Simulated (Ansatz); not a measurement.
# C₃H₄Cl₂OZr: ionisation energy by level of theory

The task here is to estimate one member of a computed series from the others.

Program: Ansatz 0.2.0, Gaussian basis. Level of theory: unrestricted cation, the program's frozen cores in correlated methods. These are calculated values, not measurements.

Plan: UKS PBE-D4/def2-TZVPP; UKS r2SCAN-D4/def2-TZVPP; UKS PBE0-D4/def2-TZVPP; UKS B3LYP-D4/def2-TZVPP; UKS B2PLYP/def2-TZVPP; UHF-CCSD(T)/def2-TZVPP; UHF-MP2/def2-QZVPP; extrapolation to the limit; then −ε(HOMO) from the neutral's earlier runs with LDA (SPW92), PBE-D4, revPBE-D4, BLYP-D4, r2SCAN-D4, B97M-V, PBE0-D4, B3LYP-D4, r2SCANh-D4, r2SCAN0-D4, HSE06-D4, BHLYP-D4, CAM-B3LYP-D4, LC-ωPBE, ωB97X-V, ωB97M-V.

2 further runs of the same task are left out: 2 that didn't finish.

## The geometry

The geometry comes from an earlier relaxation with PBE0-D4 in a triple-zeta def2 set; it is a stationary point, not always the lowest conformer. Zr takes the def2 core potential; no spin-orbit term is included.

SMILES `C#[C][Zr]([Cl])([Cl])[O]C`, 11 atoms, charge 0, spin multiplicity 1.

Atoms are counted from 1 here; the program's logs count them from 0.

Bond lengths: C1–C2 1.215 Å, C1–H8 1.067 Å, C2–Zr3 2.176 Å, Zr3–Cl4 2.346 Å, Zr3–Cl5 2.346 Å, Zr3–O6 1.870 Å, O6–C7 1.396 Å, C7–H9 1.093 Å, C7–H10 1.093 Å, C7–H11 1.093 Å. Angles: C2–C1–H8 179.8°, C1–C2–Zr3 178.5°, C2–Zr3–Cl4 109.9°, C2–Zr3–Cl5 109.9°, C2–Zr3–O6 106.0°, Cl4–Zr3–Cl5 112.2°, Cl4–Zr3–O6 109.4°, Cl5–Zr3–O6 109.4°, Zr3–O6–C7 176.6°, O6–C7–H9 109.9°, O6–C7–H10 109.6°, O6–C7–H11 109.9°, H9–C7–H10 109.1°, H9–C7–H11 109.2°, H10–C7–H11 109.1°.

The first run:

File in.yaml:

```yaml
crystal:
  periodic: [false, false, false]
  atoms:
    - {symbol: C, position_ang: [1.725851, 0.062683, 2.808399]}
    - {symbol: C, position_ang: [1.333264, -0.310157, 1.720173]}
    - {symbol: Zr, position_ang: [0.666617, -1.020462, -0.225554]}
    - {symbol: Cl, position_ang: [2.456786, -0.988700, -1.741698]}
    - {symbol: Cl, position_ang: [-0.278812, -3.157148, -0.013019]}
    - {symbol: O, position_ang: [-0.646750, 0.184941, -0.791693]}
    - {symbol: C, position_ang: [-1.635634, 1.039597, -1.283261]}
    - {symbol: H, position_ang: [2.072748, 0.387353, 3.764132]}
    - {symbol: H, position_ang: [-2.560381, 0.481653, -1.451092]}
    - {symbol: H, position_ang: [-1.825166, 1.836283, -0.559648]}
    - {symbol: H, position_ang: [-1.308514, 1.483965, -2.226739]}
basis:
  gaussian: {orbitals: def2-TZVPP}
total_charge: 1
magnetization: {spin_polarized: true, initial_magnetization: 1}
hamiltonian: {xc: pbe, dispersion: d4}
```

On the command line:

```sh
ansatz run in.yaml --threads 2 --pin off --events-out ev --progress --plain --max-ram 32768MiB --backend cpu
```

Among the steps run: Cation, UKS PBE-D4/def2-TZVPP; Cation, UKS r2SCAN-D4/def2-TZVPP; Cation, UKS PBE0-D4/def2-TZVPP; Cation, UKS B3LYP-D4/def2-TZVPP; Cation, UKS B2PLYP (frozen core)/def2-TZVPP; Cation, UHF-CCSD(T)/def2-TZVPP; Cation, UHF-MP2/def2-QZVPP.

One of the session's tables, all rows but one given; the rest of the session is left out.

Orbital estimates, from the neutral's runs:

| functional | −ε(HOMO) (eV) |
| --- | --- |
| LDA (SPW92) | 7.28 |
| PBE-D4 | 7.08 |
| revPBE-D4 | 7.00 |
| BLYP-D4 | 6.89 |
| r2SCAN-D4 | ? |
| B97M-V | 7.32 |
| PBE0-D4 | 8.30 |
| B3LYP-D4 | 8.04 |
| r2SCANh-D4 | 7.80 |
| r2SCAN0-D4 | 8.49 |
| HSE06-D4 | 7.90 |
| BHLYP-D4 | 9.34 |
| CAM-B3LYP-D4 | 9.63 |
| LC-ωPBE | 11.08 |
| ωB97X-V | 10.67 |
| ωB97M-V | 10.54 |

Estimate the missing values for r2SCAN-D4.

Worked estimate for «−ε(HOMO) (eV)». Against the share of exact exchange, r2SCANh-D4 (0.1, 7.80), r2SCAN0-D4 (0.25, 8.49) give a slope of 4.60 per unit share; at 0 the line stands at 7.34.

The run gave: −ε(HOMO) (eV): 7.35. In «−ε(HOMO) (eV)» the line misses by -0.01.

To keep in mind: The cation may have settled in a state other than its lowest; no search over hole states beyond the program's own was made.
